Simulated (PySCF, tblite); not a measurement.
# trichlorogallium (GaCl3): dynamics, then NMR shifts and electronic excitations on frames, part 2 of 2

tblite 0.8.0 and PySCF 2.14.0. Atoms count from 0.

**8. Ultraviolet spectrum: 625 fs, PBE0/def2-SVPD**

The job: settings as JSON, then the geometry in Å.

```
{"job": {"kind": "uv", "xc": "PBE0", "basis": "def2-SVPD", "nstates": 5, "ntriplets": 0}, "charge": 0, "multiplicity": 1}
Cl    -1.374400    -1.834700     0.681300
Ga    -0.209800    -0.266800     0.196600
Cl     1.671400    -0.051300    -0.670500
Cl    -1.152500     1.599500     0.517500
```

Level: TDDFT PBE0/def2-SVPD, vertical, gas phase, core orbitals frozen in the response.

The log of the run:

```text
coarse grid: 26368 points
cycle   1  E = -3304.1701626623  dE = -5.964e-02  |g| = 6.514e-01  |ddm| = 3.084e+00
cycle   2  E = -3304.0909674550  dE =  7.920e-02  |g| = 9.484e-01  |ddm| = 2.166e+00
cycle   3  E = -3304.2473018319  dE = -1.563e-01  |g| = 2.982e-02  |ddm| = 1.266e+00
cycle   4  E = -3304.2474968488  dE = -1.950e-04  |g| = 1.401e-02  |ddm| = 5.177e-02
cycle   5  E = -3304.2475567510  dE = -5.990e-05  |g| = 1.952e-03  |ddm| = 2.481e-02
cycle   6  E = -3304.2475578756  dE = -1.125e-06  |g| = 4.611e-04  |ddm| = 3.079e-03
final grid: 48528 points
cycle   7  E = -3304.2475183761  dE = -3.159e-08  |g| = 4.597e-04  |ddm| = 1.240e-03
cycle   8  E = -3304.2475183742  dE =  1.924e-09  |g| = 4.910e-04  |ddm| = 9.046e-04
cycle   9  E = -3304.2475184065  dE = -3.233e-08  |g| = 3.035e-05  |ddm| = 4.425e-04
cycle  10  E = -3304.2475184067  dE = -1.983e-10  |g| = 6.188e-06  |ddm| = 4.599e-05
converged SCF energy = -3304.2475184067

Static polarisability (au): isotropic 64.754, principal 49.010 70.142 75.112

Singlet excitations
state   eV       nm        f      main configurations
  1   5.9870    207.1   0.00577   H->L 0.98
  2   6.2791    197.5   0.00123   H-1->L 0.96
  3   6.4330    192.7   0.00102   H->L+1 0.98
  4   6.5377    189.6   0.03444   H-2->L 0.86, H-1->L+1 0.09
  5   6.6783    185.7   0.00422   H-3->L 0.94
```

It took 13 s on 1 thread of Intel Xeon at 2.50GHz, shared host; peak memory 0.5 GiB.

This run: HOMO -9.31 eV, LUMO -1.97 eV; lowest singlet 5.99 eV.

**9. Shielding tensors: 800 fs, PBE0/pcSseg-1**

The job: settings as JSON, then the geometry in Å.

```
{"job": {"kind": "nmr", "xc": "PBE0", "basis": "pcSseg-1", "pop": false}, "charge": 0, "multiplicity": 1}
Cl    -1.235200    -1.858000     0.401600
Ga    -0.043500    -0.213900     0.104700
Cl     1.924400    -0.708200    -0.091100
Cl    -0.933600     1.706400     0.406900
```

Method: GIAO PBE0/pcSseg-1 NMR shielding, non-relativistic, gas phase.

The log of the run:

```text
coarse grid: 26368 points
cycle   1  E = -3304.5169961703  dE = -7.389e-02  |g| = 1.113e+00  |ddm| = 2.353e+00
cycle   2  E = -3304.3655907621  dE =  1.514e-01  |g| = 1.486e+00  |ddm| = 1.699e+00
cycle   3  E = -3304.6485721006  dE = -2.830e-01  |g| = 8.521e-02  |ddm| = 1.134e+00
cycle   4  E = -3304.6500661669  dE = -1.494e-03  |g| = 3.369e-02  |ddm| = 1.184e-01
cycle   5  E = -3304.6503847031  dE = -3.185e-04  |g| = 3.114e-03  |ddm| = 3.821e-02
cycle   6  E = -3304.6503869570  dE = -2.254e-06  |g| = 1.308e-03  |ddm| = 4.354e-03
final grid: 48528 points
cycle   7  E = -3304.6503961014  dE = -2.404e-08  |g| = 1.312e-03  |ddm| = 2.739e-03
cycle   8  E = -3304.6503960351  dE =  6.631e-08  |g| = 1.399e-03  |ddm| = 2.829e-03
cycle   9  E = -3304.6503964993  dE = -4.642e-07  |g| = 1.090e-04  |ddm| = 1.500e-03
cycle  10  E = -3304.6503965014  dE = -2.161e-09  |g| = 1.034e-05  |ddm| = 9.932e-05
cycle  11  E = -3304.6503965014  dE =  9.095e-13  |g| = 1.731e-06  |ddm| = 7.407e-06
converged SCF energy = -3304.6503965014

GIAO shielding tensors (ppm)
atom      isotropic    diamagn.    paramagn.     s11        s22        s33       span
  0 Cl     844.600    1148.280    -303.680    715.508    831.699    986.593    271.085
  1 Ga    1327.512    2639.537   -1312.025   1084.521   1409.527   1488.489    403.968
  2 Cl     869.087    1148.263    -279.176    732.697    867.179   1007.385    274.689
  3 Cl     860.154    1148.016    -287.862    697.839    847.989   1034.632    336.793
```

Wall time 15 s (1 thread of Intel Xeon at 2.50GHz, shared host); peak memory 0.58 GiB.

Key values: σ Cl0 845, Cl3 860, Cl2 869, Ga1 1328 ppm.

**10. Excited states and response: 800 fs, PBE0/def2-SVPD**

The job: settings as JSON, then the geometry in Å.

```
{"job": {"kind": "uv", "xc": "PBE0", "basis": "def2-SVPD", "nstates": 5, "ntriplets": 0}, "charge": 0, "multiplicity": 1}
Cl    -1.235200    -1.858000     0.401600
Ga    -0.043500    -0.213900     0.104700
Cl     1.924400    -0.708200    -0.091100
Cl    -0.933600     1.706400     0.406900
```

Level: TDDFT PBE0/def2-SVPD, vertical, gas phase, core orbitals frozen in the response.

The log of the run:

```text
coarse grid: 26368 points
cycle   1  E = -3304.1710248875  dE = -7.559e-02  |g| = 6.499e-01  |ddm| = 3.049e+00
cycle   2  E = -3304.0905375274  dE =  8.049e-02  |g| = 9.490e-01  |ddm| = 2.123e+00
cycle   3  E = -3304.2482006529  dE = -1.577e-01  |g| = 3.020e-02  |ddm| = 1.243e+00
cycle   4  E = -3304.2483986112  dE = -1.980e-04  |g| = 1.441e-02  |ddm| = 5.296e-02
cycle   5  E = -3304.2484617759  dE = -6.316e-05  |g| = 2.231e-03  |ddm| = 2.504e-02
cycle   6  E = -3304.2484632202  dE = -1.444e-06  |g| = 5.193e-04  |ddm| = 3.502e-03
final grid: 48528 points
cycle   7  E = -3304.2484395130  dE = -1.015e-08  |g| = 5.815e-04  |ddm| = 1.570e-03
cycle   8  E = -3304.2484394885  dE =  2.452e-08  |g| = 7.061e-04  |ddm| = 1.528e-03
cycle   9  E = -3304.2484395779  dE = -8.940e-08  |g| = 4.598e-05  |ddm| = 8.091e-04
cycle  10  E = -3304.2484395783  dE = -4.684e-10  |g| = 8.162e-06  |ddm| = 6.612e-05
converged SCF energy = -3304.2484395783

Static polarisability (au): isotropic 65.111, principal 49.262 69.899 76.172

Singlet excitations
state   eV       nm        f      main configurations
  1   5.8436    212.2   0.00095   H->L 0.99
  2   6.1367    202.0   0.00808   H-1->L 0.96
  3   6.1937    200.2   0.01151   H-2->L 0.81, H-3->L 0.14
  4   6.3750    194.5   0.02437   H-3->L 0.81, H-2->L 0.13
  5   6.5215    190.1   0.05215   H-4->L 0.89
```

It took 14 s on 1 thread of Intel Xeon at 2.50GHz, shared host; peak memory 0.5 GiB.

This run: HOMO -9.50 eV, LUMO -2.25 eV; lowest singlet 5.84 eV.

**11. Nuclear shieldings: 1000 fs, PBE0/pcSseg-1**

The job: settings as JSON, then the geometry in Å.

```
{"job": {"kind": "nmr", "xc": "PBE0", "basis": "pcSseg-1", "pop": false}, "charge": 0, "multiplicity": 1}
Cl    -1.687900    -1.786500     0.804800
Ga    -0.244500    -0.432500     0.140000
Cl     1.769400    -1.001500    -0.230400
Cl    -0.570500     1.619100     0.177900
```

Method: GIAO PBE0/pcSseg-1 NMR shielding, non-relativistic, gas phase.

The log of the run:

```text
coarse grid: 26368 points
cycle   1  E = -3304.5198291315  dE = -1.313e-01  |g| = 1.113e+00  |ddm| = 2.339e+00
cycle   2  E = -3304.3617635081  dE =  1.581e-01  |g| = 1.494e+00  |ddm| = 1.724e+00
cycle   3  E = -3304.6533048445  dE = -2.915e-01  |g| = 8.653e-02  |ddm| = 1.155e+00
cycle   4  E = -3304.6548741924  dE = -1.569e-03  |g| = 3.420e-02  |ddm| = 1.203e-01
cycle   5  E = -3304.6552024378  dE = -3.282e-04  |g| = 2.799e-03  |ddm| = 3.835e-02
cycle   6  E = -3304.6552043975  dE = -1.960e-06  |g| = 1.036e-03  |ddm| = 3.718e-03
final grid: 48528 points
cycle   7  E = -3304.6551820612  dE = -9.786e-08  |g| = 9.005e-04  |ddm| = 2.088e-03
cycle   8  E = -3304.6551820831  dE = -2.184e-08  |g| = 8.186e-04  |ddm| = 1.748e-03
cycle   9  E = -3304.6551822247  dE = -1.416e-07  |g| = 9.896e-05  |ddm| = 8.846e-04
cycle  10  E = -3304.6551822269  dE = -2.288e-09  |g| = 1.122e-05  |ddm| = 1.025e-04
cycle  11  E = -3304.6551822269  dE =  5.457e-12  |g| = 1.555e-06  |ddm| = 7.030e-06
converged SCF energy = -3304.6551822269

GIAO shielding tensors (ppm)
atom      isotropic    diamagn.    paramagn.     s11        s22        s33       span
  0 Cl     864.956    1147.860    -282.905    712.172    859.488   1023.207    311.035
  1 Ga    1349.998    2639.444   -1289.445   1106.310   1435.106   1508.579    402.269
  2 Cl     839.141    1148.166    -309.025    686.863    813.990   1016.571    329.708
  3 Cl     849.690    1148.428    -298.738    707.607    835.284   1006.179    298.571
```

It took 13 s on 1 thread of Intel Xeon at 2.50GHz, shared host; peak memory 0.58 GiB.

Key values: σ Cl2 839, Cl3 850, Cl0 865, Ga1 1350 ppm.

**12. Excited states and response: 1000 fs, PBE0/def2-SVPD**

The job: settings as JSON, then the geometry in Å.

```
{"job": {"kind": "uv", "xc": "PBE0", "basis": "def2-SVPD", "nstates": 5, "ntriplets": 0}, "charge": 0, "multiplicity": 1}
Cl    -1.687900    -1.786500     0.804800
Ga    -0.244500    -0.432500     0.140000
Cl     1.769400    -1.001500    -0.230400
Cl    -0.570500     1.619100     0.177900
```

Method: TDDFT PBE0/def2-SVPD, vertical, gas phase, core orbitals frozen in the response.

The log of the run:

```text
coarse grid: 26368 points
cycle   1  E = -3304.1748110386  dE = -1.338e-01  |g| = 6.507e-01  |ddm| = 2.982e+00
cycle   2  E = -3304.0898418363  dE =  8.497e-02  |g| = 9.577e-01  |ddm| = 2.112e+00
cycle   3  E = -3304.2535557482  dE = -1.637e-01  |g| = 2.936e-02  |ddm| = 1.244e+00
cycle   4  E = -3304.2537350673  dE = -1.793e-04  |g| = 1.460e-02  |ddm| = 4.900e-02
cycle   5  E = -3304.2538006189  dE = -6.555e-05  |g| = 2.038e-03  |ddm| = 2.452e-02
cycle   6  E = -3304.2538018340  dE = -1.215e-06  |g| = 4.604e-04  |ddm| = 3.096e-03
final grid: 48528 points
cycle   7  E = -3304.2537743554  dE = -2.050e-08  |g| = 4.997e-04  |ddm| = 1.363e-03
cycle   8  E = -3304.2537743495  dE =  5.902e-09  |g| = 5.638e-04  |ddm| = 1.037e-03
cycle   9  E = -3304.2537743907  dE = -4.114e-08  |g| = 4.439e-05  |ddm| = 5.244e-04
cycle  10  E = -3304.2537743911  dE = -4.552e-10  |g| = 6.802e-06  |ddm| = 6.402e-05
converged SCF energy = -3304.2537743911

Static polarisability (au): isotropic 65.993, principal 49.679 72.908 75.394

Singlet excitations
state   eV       nm        f      main configurations
  1   5.7504    215.6   0.00193   H->L 0.99
  2   6.0422    205.2   0.00038   H-1->L 0.93
  3   6.1433    201.8   0.00750   H-2->L 0.92
  4   6.2822    197.4   0.04236   H-3->L 0.78, H-4->L 0.09
  5   6.3217    196.1   0.04400   H-4->L 0.80, H-3->L 0.10
```

Wall time 12 s (1 thread of Intel Xeon at 2.50GHz, shared host); peak memory 0.5 GiB.

This run: HOMO -9.52 eV, LUMO -2.37 eV; lowest singlet 5.75 eV.

**13. Run by run: NMR shifts**

Shifts (ppm), with basis size and wall time:

| frame | Cl3 | Cl0 | Cl2 | functions | time |
| --- | --- | --- | --- | --- | --- |
| 250 fs | 102 | 97 | 94 | 113 | 16 s |
| 425 fs | 68 | 131 | 98 | 113 | 17 s |
| 625 fs | 123 | 59 | 77 | 113 | 14 s |
| 800 fs | 90 | 105 | 81 | 113 | 15 s |
| 1000 fs | 100 | 85 | 111 | 113 | 13 s |

**14. Side by side: electronic excitations**

Excitations and ground-state properties, with basis size and wall time:

| frame | lowest singlet (eV) | brightest (eV) | f | gap (eV) | α (Å³) | μ (D) | functions | time |
| --- | --- | --- | --- | --- | --- | --- | --- | --- |
| 250 fs | 5.81 | 6.33 | 0.050 | 7.22 | 9.79 | 0.44 | 119 | 16 s |
| 425 fs | 5.66 | 6.42 | 0.044 | 7.06 | 9.77 | 0.99 | 119 | 14 s |
| 625 fs | 5.99 | 6.54 | 0.034 | 7.34 | 9.60 | 1.12 | 119 | 13 s |
| 800 fs | 5.84 | 6.52 | 0.052 | 7.24 | 9.65 | 0.62 | 119 | 14 s |
| 1000 fs | 5.75 | 6.32 | 0.044 | 7.15 | 9.78 | 0.59 | 119 | 12 s |

**15. Summary of results**

This closing draws on all 2 parts.

| quantity | value |
| --- | --- |
| thermostat | 300 K |
| mean temperature, second half | 309 K |
| mean potential energy above the minimum | 0.08 eV |
| 35Cl shifts against HCl (PBE0/pcSseg-1, 250 fs) | 102, 97, 94 ppm |
| shieldings of Ga (PBE0/pcSseg-1, 250 fs) | Ga1 1352.0 ppm |
| lowest singlet (PBE0/def2-SVPD, 250 fs) | 5.81 eV (213 nm), f = 0.000 |
| brightest single state of those computed | state 5, 6.33 eV, f = 0.050 |
| range of the shift of Cl0 | 59 to 131 ppm |
| range of the lowest singlet | 5.66 to 5.99 eV |

**Reading.** In the second half the potential energy averages 0.08 eV above the minimum; equipartition over 6 harmonic modes at 300 K would give 0.08 eV. With 4 atoms the temperature swings widely (96 to 495 K). Shifts at one fixed geometry are not the observed spectrum, which averages over the motion. In the first frame run (250 fs): The widest tensor belongs to Ga1: span 383 ppm, with a paramagnetic part of -1287 ppm. The lowest singlet, at 5.81 eV, is HOMO→LUMO 0.99 and is dark; of the 5 states computed, the strongest absorption comes from state 5 at 6.33 eV (the last computed, so partners may be missing). Among the atoms with a shift in every run: Across the 5 runs the shift of Cl0 moves most, between 59 (625 fs) and 131 ppm (425 fs). The lowest singlet runs from 5.66 eV (425 fs) to 5.99 eV (625 fs), while the orbital gap spans 7.06 to 7.34 eV. The lowest state need not be the same one in every run. Spin-orbit coupling is left out, which matters for shieldings and couplings at and beside the heavy atoms.
